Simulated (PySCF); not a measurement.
NZnClH2, in a box:

```
CELL_PARAMETERS angstrom
13.00000 0.00000 0.00000
0.00000 13.00000 0.00000
0.00000 0.00000 12.00000
ATOMIC_POSITIONS crystal
N 0.43238 0.58934 0.48018
Zn 0.51381 0.48687 0.53232
Cl 0.61805 0.37542 0.58793
H 0.38395 0.56978 0.41774
H 0.39122 0.62781 0.53826
```

Base run:

| Quantity | Value |
| --- | --- |
| Program | PySCF 2.14.0 |
| Functional | BLYP |
| Dispersion | D3 |
| Potentials or basis | 6-31g* (all-electron) |
| k mesh | 1 × 1 × 1 |
| Occupations | fixed |
| Spin | no spin polarisation |

Its results: gap between the frontier levels 4.00 eV.

**Question.** After a change of settings the same cell gave: gap between the frontier levels 4.68 eV. Which change was it?
A. functional from BLYP to PBEsol0; dispersion from D3 to none
B. functional from BLYP to HSE06; dispersion from D3 to D4
C. functional from BLYP to SCAN
D. functional from BLYP to PBE; dispersion from D3 to none

**Answer.** C.

SCAN gives the wider gap, since meta-GGAs in the generalised Kohn-Sham scheme recover part of the derivative discontinuity.

Caveats: this is a molecule in a periodic box at the Γ point, so its band gap is the HOMO-LUMO gap; the basis of atomic orbitals isn't converged, which shifts pressures, moduli and gaps.
